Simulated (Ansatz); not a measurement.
# Cl₂H₂OSi: search for a transition state

Wanted: the transition state of a 1,1-elimination (form O2–H3 and break Si1–O2, Si1–H3). The guess is relaxed with those distances held, a saddle search follows, and vibrations and two downhill relaxations check it.

Program: Ansatz 0.2.0, Gaussian basis. Level of theory: PBE0-D4, def2-SVP first, then def2-TZVP. These are calculated values, not measurements.

114 further runs of the same task are left out: 114 set aside as unsound or not needed.

**1. Starting geometry**

The guess: 6 atoms, charge 0, spin multiplicity 1.

Atoms are counted from 1 here; the program's logs count them from 0.

Bond lengths: Si1–O2 1.854 Å, Si1–Cl5 2.022 Å, O2–H3 1.186 Å, O2–H6 0.961 Å, H3–Cl4 1.607 Å. Angles: O2–Si1–Cl5 94.9°, Si1–O2–H3 88.9°, Si1–O2–H6 120.2°, H3–O2–H6 113.3°, O2–H3–Cl4 145.3°.

Coordinates:

```xyz
6

Si    1.1880    0.4239    0.0910
O    -0.0757   -0.8584   -0.3503
H    -0.9005   -0.0071   -0.3708
Cl   -1.1692    1.5749   -0.2795
Cl    0.9634    0.2064    2.0882
H    -0.0060   -1.3397   -1.1787
```

Distances that are to change: O2–H3 1.19 Å, Si1–O2 1.85 Å, Si1–H3 2.18 Å.

**2. Relaxing the guess with the reacting distances held**

The input, hold/in.yaml:

```yaml
crystal:
  periodic: [false, false, false]
  atoms:
    - {symbol: Si, position_ang: [1.188000, 0.423900, 0.091000]}
    - {symbol: O, position_ang: [-0.075700, -0.858400, -0.350300]}
    - {symbol: H, position_ang: [-0.900500, -0.007100, -0.370800]}
    - {symbol: Cl, position_ang: [-1.169200, 1.574900, -0.279500]}
    - {symbol: Cl, position_ang: [0.963400, 0.206400, 2.088200]}
    - {symbol: H, position_ang: [-0.006000, -1.339700, -1.178700]}
basis:
  gaussian: {orbitals: def2-SVP}
hamiltonian: {xc: pbe0, dispersion: d4}
relax: {f_tol: 0.04, max_steps: 150, escape_saddle: false, constraints: [{distance: [1, 2]}, {distance: [0, 1]}, {distance: [0, 2]}]}
```

On the command line:

```
$ ansatz run in.yaml --threads 2 --pin off --events-out ev --progress --plain --max-ram 4352MiB
```

The runs that follow: A starting Hessian; Saddle search in the small basis; Saddle search in triple zeta; Vibrations at the point found; Relaxing after a step of 0.30 Å one way along the mode; Relaxing after a step of 0.30 Å the other way along the mode.

Q: Predict the outcome of this session. Wanted: imaginary mode; barrier from the start side; barrier from the end side; energy of the step; pairs that change; zero-point energy at the saddle.

As calculated:

| quantity | value |
| --- | --- |
| imaginary mode | 711i cm⁻¹ |
| barrier from the start side | 0.412 eV |
| barrier from the end side | 0.776 eV |
| energy of the step | -0.364 eV |
| pairs that change | Si1–Cl4 formed, O2–H3 formed, H3–Cl4 broken |
| zero-point energy at the saddle | 0.623 eV |

In words: One imaginary mode, 711i cm⁻¹, makes this a first-order saddle. The two relaxations don't end on the planned structures: the search found another step. At PBE0-D4/def2-TZVP the electronic barrier is 0.412 eV, about 16 kT at 298 K, and the step runs 0.364 eV downhill. A step off the saddle overshot and began above it in energy, so the link to its end is likely but not proven. The ends are the nearest minima, not always the lowest complexes.
